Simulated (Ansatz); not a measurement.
**AlCu: shifting one sublattice**

This session takes AlCu and sets out to map the energy as every Cu atom is pushed off its site.

Computed with Ansatz 0.2.0 (DFT r2SCAN, scalar-relativistic, plane waves, PAW, unless a step's input says otherwise).

### 1 The starting structure

Symmetry: Pm-3m, No. 221, cubic system. Conventional cell: a = 2.998 Å, b = 2.998 Å, c = 2.998 Å, α = 90.00°, β = 90.00°, γ = 90.00°. Al (site symmetry m-3m) has 8 Cu at 2.60 Å as nearest neighbours. Around Cu (site symmetry m-3m) lie 8 Al at 2.60 Å.

Coordinates:

```
CELL_PARAMETERS angstrom
2.99751 0.00000 0.00000
0.00000 2.99751 0.00000
0.00000 0.00000 2.99751
ATOMIC_POSITIONS crystal
Al 0.00000 0.00000 0.00000
Cu 0.50000 0.50000 0.50000
```

It goes back to an entry of the Materials Project, which need not be the stable form.

No relaxation comes first: the listed cell is the starting point.

### 2 The reference cell

The reference gives a free energy of -7171.9725 eV, pressure -4.90 GPa, largest force 0.000 eV/Å and gap on the mesh none (metal). It was computed beforehand with the settings of the runs below.

### 3 The scan: shifting one sublattice

Every Cu atom is moved by x along the Cartesian unit vector (-1.000, 0.000, 0.000); the cell and all other atoms stay fixed. Forces below are components along that vector, summed over the moved atoms.

### 4 Point x = -0.200 Å

File input.yaml:

```yaml
crystal:
  lattice:
    - [2.997509, 0.0, 0.0]
    - [0.0, 2.997509, 0.0]
    - [0.0, 0.0, 2.997509]
  atoms:
    - { symbol: Al, position: [0.0, 0.0, 0.0] }
    - { symbol: Cu, position: [0.5667220682, 0.5, 0.5] }
basis:
  ecutwfc: 500
kpoints:
  mp_grid: { grid: [16, 16, 16] }
hamiltonian:
  xc: r2scan
scf:
  occupations: { method: gaussian, width: 0.15 }
output:
  forces: true
  stress: true
  eigenvalues: true
```

Command:

```bash
ansatz run input.yaml --threads 1 --pin off --max-ram 2560MiB --backend cpu --events-out ev --progress --plain --runs-dir out
```

Standard output, shortened:

```text
Warning: RAYON_NUM_THREADS=1 ignored (pool sized by the plan → 1); use --threads N
[...]
Pseudopotentials: kind: paw
Pseudopotential: Al, paw, valence charge 3, recommended cutoff 500 eV (meta_gga), Al.paw.azcp
Pseudopotential: Cu, paw, valence charge 19, recommended cutoff 500 eV (meta_gga), Cu.paw.azcp
Functional definition: r2SCAN
[...]
Crystal: 2 atoms, lattice volume = 26.933 Å³
Basis set: ecut = 500 eV, 691 PW (Γ), exchange–correlation on 96×96×96 points (64 copies of the dense FFT grid, shifted against one another)
Bands: 15, of which v1, the nominal top of the filled ones, is band 11 counted from 1 (10 counted from 0)
Symmetry: 8 space group operations
Space group: P4mm (ITA 99), of the structure as read, at distance tolerance 3.0e-5 Å
k-points: 405 of 4096 (time reversal used)
[...]
SCF iter   1: F=—  HF=-7171.904753 eV  |F-HF|=—  |Δ(HF+E_count)|=         —  Δρ=2.67e-2  dr2=1.33e-1  dr2_τ=6.33e-3  ethr=1.77e-3  ⟨swp⟩=4.1  Hψ=27119  notcnv=0
[...]
SCF iter   8: F=-7171.892747 eV  HF=-7171.892747 eV  |F-HF|=6.97e-9  |Δ(HF+E_count)|=   9.28e-9  Δρ=7.52e-6  dr2=9.72e-9  dr2_τ=5.31e-11  ethr=4.55e-10  ⟨swp⟩=4.2  Hψ=19803  notcnv=0
[...]
SCF converged after 8 iterations
Free energy (F): -7171.892747 eV
[...]
E sigma→0 (E₀):  -7171.889561 eV
Entropy (-TS):   -0.006373 eV (-3.187 meV/atom)
Fermi energy:    13.043445 eV
[...]
--- Forces (eV/Å), atoms counted from 1 ---
  atom   1  Al     0.79727943     0.00000000     0.00000000
  atom   2  Cu    -0.79730082    -0.00000000     0.00000000
[...]
--- Stress (GPa, compression-positive) ---
       -3.972449      -0.000000       0.000000
       -0.000000      -2.633731       0.000000
        0.000000       0.000000      -2.633731
  P = ⅓ Tr σ = -3.0800 GPa (-30.800 kbar)
--- Band table (eV; the first three rows and the last of 405) ---
  k-point 0: bands = ["-104.9429", "-60.7551", "-60.7551", "-60.7405", "0.8673", "7.8581", "7.8864", "8.9659", "8.9912", "8.9912", "17.0941", "17.0941", "17.1573", "19.5013", "19.5062"]
[...]
```

Wall time 24 s (1 thread of Intel Xeon at 2.70GHz, shared host); peak memory 0.59 GiB.

### 5 Point x = 0.150 Å

input.yaml, as its differences from that of step 4:

```diff
@@ -7,3 +7,3 @@
     - { symbol: Al, position: [0.0, 0.0, 0.0] }
-    - { symbol: Cu, position: [0.5667220682, 0.5, 0.5] }
+    - { symbol: Cu, position: [0.4499584488, 0.5, 0.5] }
 basis:
```

Command:

```bash
ansatz run input.yaml --threads 1 --pin off --max-ram 2560MiB --backend cpu --events-out ev --progress --plain --runs-dir out
```

Standard output, shortened:

```text
[...]
SCF converged after 8 iterations
Free energy (F): -7171.927642 eV
[...]
E sigma→0 (E₀):  -7171.924476 eV
Entropy (-TS):   -0.006332 eV (-3.166 meV/atom)
Fermi energy:    13.052794 eV
[...]
--- Forces (eV/Å), atoms counted from 1 ---
  atom   1  Al    -0.59837396    -0.00000000     0.00000000
  atom   2  Cu     0.59839169     0.00000000     0.00000000
[...]
--- Stress (GPa, compression-positive) ---
       -4.372986      -0.000000       0.000000
       -0.000000      -3.623288       0.000000
        0.000000       0.000000      -3.623288
  P = ⅓ Tr σ = -3.8732 GPa (-38.732 kbar)
--- Band table (eV; the first three rows and the last of 405) ---
  k-point 0: bands = ["-104.9255", "-60.7353", "-60.7353", "-60.7271", "0.8690", "7.8873", "7.9031", "8.9955", "9.0097", "9.0097", "17.0969", "17.0969", "17.1330", "19.4948", "19.4974"]
[...]
```

It took 23 s on 1 thread of Intel Xeon at 2.70GHz, shared host; peak memory 0.59 GiB.

### 6 Point x = -0.100 Å

input.yaml, as its differences from that of step 5:

```diff
@@ -7,3 +7,3 @@
     - { symbol: Al, position: [0.0, 0.0, 0.0] }
-    - { symbol: Cu, position: [0.4499584488, 0.5, 0.5] }
+    - { symbol: Cu, position: [0.5333610341, 0.5, 0.5] }
 basis:
```

Command:

```bash
ansatz run input.yaml --threads 1 --pin off --max-ram 2560MiB --backend cpu --events-out ev --progress --plain --runs-dir out
```

Standard output, shortened:

```text
[...]
SCF converged after 8 iterations
Free energy (F): -7171.952577 eV
[...]
E sigma→0 (E₀):  -7171.949425 eV
Entropy (-TS):   -0.006304 eV (-3.152 meV/atom)
Fermi energy:    13.059301 eV
[...]
--- Forces (eV/Å), atoms counted from 1 ---
  atom   1  Al     0.39896792     0.00000000     0.00000000
  atom   2  Cu    -0.39898296    -0.00000000     0.00000000
[...]
--- Stress (GPa, compression-positive) ---
       -4.665601      -0.000000       0.000000
       -0.000000      -4.333428       0.000000
        0.000000       0.000000      -4.333428
  P = ⅓ Tr σ = -4.4442 GPa (-44.442 kbar)
--- Band table (eV; the first three rows and the last of 405) ---
  k-point 0: bands = ["-104.9128", "-60.7211", "-60.7211", "-60.7174", "0.8701", "7.9084", "7.9154", "9.0168", "9.0231", "9.0231", "17.0988", "17.0988", "17.1150", "19.4900", "19.4910"]
[...]
```

Run time: 24 s. Hardware: 1 thread of Intel Xeon at 2.70GHz, shared host; peak memory 0.59 GiB.

### 7 At x = 0.050 Å

input.yaml, as its differences from that of step 6:

```diff
@@ -7,3 +7,3 @@
     - { symbol: Al, position: [0.0, 0.0, 0.0] }
-    - { symbol: Cu, position: [0.5333610341, 0.5, 0.5] }
+    - { symbol: Cu, position: [0.4833194829, 0.5, 0.5] }
 basis:
```

Command:

```bash
ansatz run input.yaml --threads 1 --pin off --max-ram 2560MiB --backend cpu --events-out ev --progress --plain --runs-dir out
```

Standard output, shortened:

```text
Warning: RAYON_NUM_THREADS=1 ignored (pool sized by the plan → 1); use --threads N
[...]
[... 4 set-up lines as earlier in the session ...]
[...]
Crystal: 2 atoms, lattice volume = 26.933 Å³
Basis set: ecut = 500 eV, 691 PW (Γ), exchange–correlation on 96×96×96 points (64 copies of the dense FFT grid, shifted against one another)
Bands: 15, of which v1, the nominal top of the filled ones, is band 11 counted from 1 (10 counted from 0)
[... 2 set-up lines as earlier in the session ...]
k-points: 405 of 4096 (time reversal used)
[...]
SCF iter   1: F=—  HF=-7171.979931 eV  |F-HF|=—  |Δ(HF+E_count)|=         —  Δρ=2.67e-2  dr2=1.34e-1  dr2_τ=5.93e-3  ethr=1.77e-3  ⟨swp⟩=4.1  Hψ=27135  notcnv=0
[...]
SCF iter   8: F=-7171.967538 eV  HF=-7171.967538 eV  |F-HF|=3.43e-9  |Δ(HF+E_count)|=   1.83e-8  Δρ=4.96e-6  dr2=4.58e-9  dr2_τ=3.92e-11  ethr=4.55e-10  ⟨swp⟩=4.2  Hψ=19575  notcnv=0
[...]
SCF converged after 8 iterations
Free energy (F): -7171.967538 eV
[...]
E sigma→0 (E₀):  -7171.964391 eV
Entropy (-TS):   -0.006293 eV (-3.147 meV/atom)
Fermi energy:    13.063116 eV
[...]
--- Forces (eV/Å), atoms counted from 1 ---
  atom   1  Al    -0.19946545    -0.00000000     0.00000000
  atom   2  Cu     0.19948672     0.00000000     0.00000000
[...]
--- Stress (GPa, compression-positive) ---
       -4.843940      -0.000000       0.000000
       -0.000000      -4.761052       0.000000
        0.000000       0.000000      -4.761052
  P = ⅓ Tr σ = -4.7887 GPa (-47.887 kbar)
--- Band table (eV; the first three rows and the last of 405) ---
  k-point 0: bands = ["-104.9052", "-60.7124", "-60.7124", "-60.7115", "0.8709", "7.9211", "7.9228", "9.0297", "9.0312", "9.0312", "17.0999", "17.0999", "17.1040", "19.4870", "19.4872"]
[...]
```

It took 23 s on 1 thread of Intel Xeon at 2.70GHz, shared host; peak memory 0.59 GiB.

### 8 At x = 0.175 Å

input.yaml, as its differences from that of step 7:

```diff
@@ -7,3 +7,3 @@
     - { symbol: Al, position: [0.0, 0.0, 0.0] }
-    - { symbol: Cu, position: [0.4833194829, 0.5, 0.5] }
+    - { symbol: Cu, position: [0.4416181903, 0.5, 0.5] }
 basis:
```

Command:

```bash
ansatz run input.yaml --threads 1 --pin off --max-ram 2560MiB --backend cpu --events-out ev --progress --plain --runs-dir out
```

Standard output, shortened:

```text
[...]
SCF converged after 8 iterations
Free energy (F): -7171.911438 eV
[...]
E sigma→0 (E₀):  -7171.908262 eV
Entropy (-TS):   -0.006352 eV (-3.176 meV/atom)
Fermi energy:    13.048480 eV
[...]
--- Forces (eV/Å), atoms counted from 1 ---
  atom   1  Al    -0.69792641    -0.00000000     0.00000000
  atom   2  Cu     0.69794733     0.00000000     0.00000000
[...]
--- Stress (GPa, compression-positive) ---
       -4.185726      -0.000000       0.000000
       -0.000000      -3.163222       0.000000
        0.000000       0.000000      -3.163222
  P = ⅓ Tr σ = -3.5041 GPa (-35.041 kbar)
--- Band table (eV; the first three rows and the last of 405) ---
  k-point 0: bands = ["-104.9336", "-60.7446", "-60.7446", "-60.7333", "0.8682", "7.8737", "7.8953", "8.9817", "9.0010", "9.0010", "17.0956", "17.0956", "17.1444", "19.4979", "19.5015"]
[...]
```

Run time: 24 s. Hardware: 1 thread of Intel Xeon at 2.70GHz, shared host; peak memory 0.59 GiB.

### 9 At x = 0.125 Å

input.yaml, as its differences from that of step 8:

```diff
@@ -7,3 +7,3 @@
     - { symbol: Al, position: [0.0, 0.0, 0.0] }
-    - { symbol: Cu, position: [0.4416181903, 0.5, 0.5] }
+    - { symbol: Cu, position: [0.4582987074, 0.5, 0.5] }
 basis:
```

Command:

```bash
ansatz run input.yaml --threads 1 --pin off --max-ram 2560MiB --backend cpu --events-out ev --progress --plain --runs-dir out
```

Standard output, shortened:

```text
[...]
SCF converged after 8 iterations
Free energy (F): -7171.941356 eV
[...]
E sigma→0 (E₀):  -7171.938198 eV
Entropy (-TS):   -0.006315 eV (-3.158 meV/atom)
Fermi energy:    13.056395 eV
[...]
--- Forces (eV/Å), atoms counted from 1 ---
  atom   1  Al    -0.49870071    -0.00000000     0.00000000
  atom   2  Cu     0.49871672     0.00000000     0.00000000
[...]
--- Stress (GPa, compression-positive) ---
       -4.533228      -0.000000       0.000000
       -0.000000      -4.013490       0.000000
        0.000000       0.000000      -4.013490
  P = ⅓ Tr σ = -4.1867 GPa (-41.867 kbar)
--- Band table (eV; the first three rows and the last of 405) ---
  k-point 0: bands = ["-104.9185", "-60.7275", "-60.7275", "-60.7217", "0.8696", "7.8989", "7.9098", "9.0072", "9.0170", "9.0170", "17.0980", "17.0980", "17.1232", "19.4922", "19.4939"]
[...]
```

It took 23 s on 1 thread of Intel Xeon at 2.70GHz, shared host; peak memory 0.59 GiB.

### 10 At x = 0.075 Å

input.yaml, as its differences from that of step 9:

```diff
@@ -7,3 +7,3 @@
     - { symbol: Al, position: [0.0, 0.0, 0.0] }
-    - { symbol: Cu, position: [0.4582987074, 0.5, 0.5] }
+    - { symbol: Cu, position: [0.4749792244, 0.5, 0.5] }
 basis:
```

Command:

```bash
ansatz run input.yaml --threads 1 --pin off --max-ram 2560MiB --backend cpu --events-out ev --progress --plain --runs-dir out
```

Standard output, shortened:

```text
Warning: RAYON_NUM_THREADS=1 ignored (pool sized by the plan → 1); use --threads N
[...]
[... 4 set-up lines as earlier in the session ...]
[...]
Crystal: 2 atoms, lattice volume = 26.933 Å³
Basis set: ecut = 500 eV, 691 PW (Γ), exchange–correlation on 96×96×96 points (64 copies of the dense FFT grid, shifted against one another)
Bands: 15, of which v1, the nominal top of the filled ones, is band 11 counted from 1 (10 counted from 0)
[... 2 set-up lines as earlier in the session ...]
k-points: 405 of 4096 (time reversal used)
[...]
SCF iter   1: F=—  HF=-7171.973661 eV  |F-HF|=—  |Δ(HF+E_count)|=         —  Δρ=2.67e-2  dr2=1.34e-1  dr2_τ=5.97e-3  ethr=1.77e-3  ⟨swp⟩=4.1  Hψ=27132  notcnv=0
[...]
SCF iter   8: F=-7171.961304 eV  HF=-7171.961304 eV  |F-HF|=4.53e-9  |Δ(HF+E_count)|=   1.88e-8  Δρ=5.82e-6  dr2=6.13e-9  dr2_τ=4.33e-11  ethr=4.55e-10  ⟨swp⟩=4.2  Hψ=19722  notcnv=0
[...]
SCF converged after 8 iterations
Free energy (F): -7171.961304 eV
[...]
E sigma→0 (E₀):  -7171.958156 eV
Entropy (-TS):   -0.006297 eV (-3.148 meV/atom)
Fermi energy:    13.061535 eV
[...]
--- Forces (eV/Å), atoms counted from 1 ---
  atom   1  Al    -0.29921582    -0.00000000     0.00000000
  atom   2  Cu     0.29923174     0.00000000     0.00000000
[...]
--- Stress (GPa, compression-positive) ---
       -4.769367      -0.000000       0.000000
       -0.000000      -4.582720       0.000000
        0.000000       0.000000      -4.582720
  P = ⅓ Tr σ = -4.6449 GPa (-46.449 kbar)
--- Band table (eV; the first three rows and the last of 405) ---
  k-point 0: bands = ["-104.9084", "-60.7160", "-60.7160", "-60.7139", "0.8706", "7.9158", "7.9197", "9.0243", "9.0278", "9.0278", "17.0995", "17.0995", "17.1086", "19.4882", "19.4888"]
[...]
```

Wall time 22 s (1 thread of Intel Xeon at 2.70GHz, shared host); peak memory 0.59 GiB.

### 11 x = 0.025 Å

input.yaml, as its differences from that of step 10:

```diff
@@ -7,3 +7,3 @@
     - { symbol: Al, position: [0.0, 0.0, 0.0] }
-    - { symbol: Cu, position: [0.4749792244, 0.5, 0.5] }
+    - { symbol: Cu, position: [0.4916597415, 0.5, 0.5] }
 basis:
```

Command:

```bash
ansatz run input.yaml --threads 1 --pin off --max-ram 2560MiB --backend cpu --events-out ev --progress --plain --runs-dir out
```

Standard output, shortened:

```text
Warning: RAYON_NUM_THREADS=1 ignored (pool sized by the plan → 1); use --threads N
[...]
[... 4 set-up lines as earlier in the session ...]
[...]
Crystal: 2 atoms, lattice volume = 26.933 Å³
Basis set: ecut = 500 eV, 691 PW (Γ), exchange–correlation on 96×96×96 points (64 copies of the dense FFT grid, shifted against one another)
Bands: 15, of which v1, the nominal top of the filled ones, is band 11 counted from 1 (10 counted from 0)
[... 2 set-up lines as earlier in the session ...]
k-points: 405 of 4096 (time reversal used)
[...]
SCF iter   1: F=—  HF=-7171.983692 eV  |F-HF|=—  |Δ(HF+E_count)|=         —  Δρ=2.67e-2  dr2=1.34e-1  dr2_τ=5.91e-3  ethr=1.77e-3  ⟨swp⟩=4.1  Hψ=27146  notcnv=0
[...]
SCF iter   8: F=-7171.971278 eV  HF=-7171.971278 eV  |F-HF|=1.31e-9  |Δ(HF+E_count)|=   1.63e-8  Δρ=2.79e-6  dr2=1.70e-9  dr2_τ=2.83e-11  ethr=4.55e-10  ⟨swp⟩=4.2  Hψ=19134  notcnv=0
[...]
SCF converged after 8 iterations
Free energy (F): -7171.971278 eV
[...]
E sigma→0 (E₀):  -7171.968132 eV
Entropy (-TS):   -0.006291 eV (-3.146 meV/atom)
Fermi energy:    13.064064 eV
[...]
--- Forces (eV/Å), atoms counted from 1 ---
  atom   1  Al    -0.09972320    -0.00000000     0.00000000
  atom   2  Cu     0.09975653     0.00000000     0.00000000
[...]
--- Stress (GPa, compression-positive) ---
       -4.888931      -0.000000       0.000000
       -0.000000      -4.868223       0.000000
        0.000000       0.000000      -4.868223
  P = ⅓ Tr σ = -4.8751 GPa (-48.751 kbar)
--- Band table (eV; the first three rows and the last of 405) ---
  k-point 0: bands = ["-104.9033", "-60.7102", "-60.7102", "-60.7100", "0.8710", "7.9243", "7.9247", "9.0329", "9.0333", "9.0333", "17.1002", "17.1002", "17.1012", "19.4862", "19.4863"]
[...]
```

It took 24 s on 1 thread of Intel Xeon at 2.70GHz, shared host; peak memory 0.59 GiB.

### 12 Results of the scan

All points in order; energies are free energies above the reference cell:

| x (Å) | ΔE (meV/cell) | force on the moved atoms (eV/Å) | pressure (GPa) |
| --- | --- | --- | --- |
| -0.200 | 79.8 | 0.797 | -3.1 |
| -0.100 | 19.9 | 0.399 | -4.4 |
| 0.000 | 0.0 | 0.000 | -4.9 |
| 0.025 | 1.2 | -0.100 | -4.9 |
| 0.050 | 5.0 | -0.200 | -4.8 |
| 0.075 | 11.2 | -0.299 | -4.6 |
| 0.125 | 31.2 | -0.499 | -4.2 |
| 0.150 | 44.9 | -0.598 | -3.9 |
| 0.175 | 61.1 | -0.698 | -3.5 |

Not run, since symmetry makes them alike: 0.200 repeats -0.200, -0.150 repeats 0.150, 0.100 repeats -0.100, -0.050 repeats 0.050. Energy, pressure and gap are the same there.

### 13 Outcome

| quantity | value |
| --- | --- |
| force constant along x, from the points at -0.100, 0 and 0.025 Å | 3.99 eV/Å² |

In words: The restoring force grows by 3.99 eV/Å per Å near the site. The undisturbed cell stays the lowest of the sampled points.
